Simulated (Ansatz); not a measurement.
**Zr₂ (quintet): from Hartree-Fock to the top rungs, def2-SVP**

One table from this session's results is given with a row withheld; the runs are named, their logs left out.

Method: def2-SVP, core rule «outside noble gas», up to 8 orbitals frozen; program: Ansatz 0.2.0, Gaussian basis.

Plan: UHF; CCSD(T) on ROHF; CCSD(T) on UHF; CISD as a restricted active space (open shells left free, so some higher excitations enter); CCSDT(Q) on ROHF; CCSDT(Q) on UHF; CASSCF and MRCISD+Q, 8 electrons in 11 orbitals; CASSCF and NEVPT2, 8 electrons in 11 orbitals.

14 further runs of the same task are left out: 3 that didn't finish, 11 set aside as unsound or not needed. Runs told in other sessions of the task aren't counted.

## The system

The geometry is a PBE0/def2-TZVP stationary point (not a proven minimum). No spin-orbit coupling is included. Elements past krypton take def2 core potentials.

2 atoms, charge 0, spin multiplicity 5.

Atoms are counted from 1 here; the program's logs count them from 0.

Bond lengths: Zr1–Zr2 2.388 Å.

The first run:

in.yaml

```yaml
crystal:
  periodic: [false, false, false]
  atoms:
    - {symbol: Zr, position_ang: [0.000000, 0.000000, 0.000000]}
    - {symbol: Zr, position_ang: [0.000000, 0.000000, 2.387600]}
basis:
  gaussian: {orbitals: def2-SVP}
magnetization: {spin_polarized: true, initial_magnetization: 4}
hamiltonian: {xc: hf}
output: {orbitals: {seedname: orbitals}}
```

On the command line:

```bash
$ ansatz run in.yaml --threads 1 --pin off --events-out ev --progress --plain --max-ram 2393MiB
```

Steps of the session up to this table: UHF; CCSD(T) on ROHF; CCSD(T) on UHF; CISD as a restricted active space (open shells left free, so some higher excitations enter); CCSDT(Q) on ROHF; CCSDT(Q) on UHF; CASSCF and MRCISD+Q, 8 electrons in 11 orbitals; CASSCF and NEVPT2, 8 electrons in 11 orbitals.

One of the session's tables, all rows but one given; the rest of the session is left out.

It belongs to the step «Misses and costs». 

| method | from RCCSDT(Q) (kJ/mol) |
| --- | --- |
| RMP2 | -85.2 |
| UMP2 | +82.2 |
| RCCSD | +88.8 |
| UCCSD | +67.0 |
| RCCSD(T) | +21.1 |
| UCCSD(T) | +21.6 |
| RCCSDT | ? |
| UCCSDT | +13.6 |
| RCCSDT(Q) | 0 |
| UCCSDT(Q) | -3.3 |
| CASSCF frontier | +274.3 |
| NEVPT2 frontier | +95.6 |
| MRCISD frontier | +44.1 |
| MRCISD+Q frontier | +19.5 |

Q: Estimate the row for RCCSDT from the others.

**Answer.** from RCCSDT(Q) (kJ/mol): +25.3. In the column «from RCCSDT(Q) (kJ/mol)» it lies between UCCSD(T) (+21.6) and MRCISD frontier (+44.1).

Not comparable, so not listed: CISD as a restricted active space (open shells left free, so some higher excitations enter) (they don't share determinant, frozen orbitals or solution with the rows shown, or repeat one).

Caveats from the session: The determinant of HF (⟨S²⟩ 7.32) is far from a pure spin state, so its energy mixes those of several spin states; that is harmless only where they are near-degenerate. The report flags that the cluster equations may have other roots. Left out of the table: ROHF, UHF (another determinant or state than the rows shown). The program flags RCCSD(T), RCCSDT(Q) as in doubt, so the zero of the table is itself unsure. Warnings: spin contamination; coupled cluster took another determinant than the lowest; large T1 diagnostic. Restricted and unrestricted rows rest on different reference determinants; a gap between their highest levels can come from leftover correlation error, from unlike frozen cores or from another state.
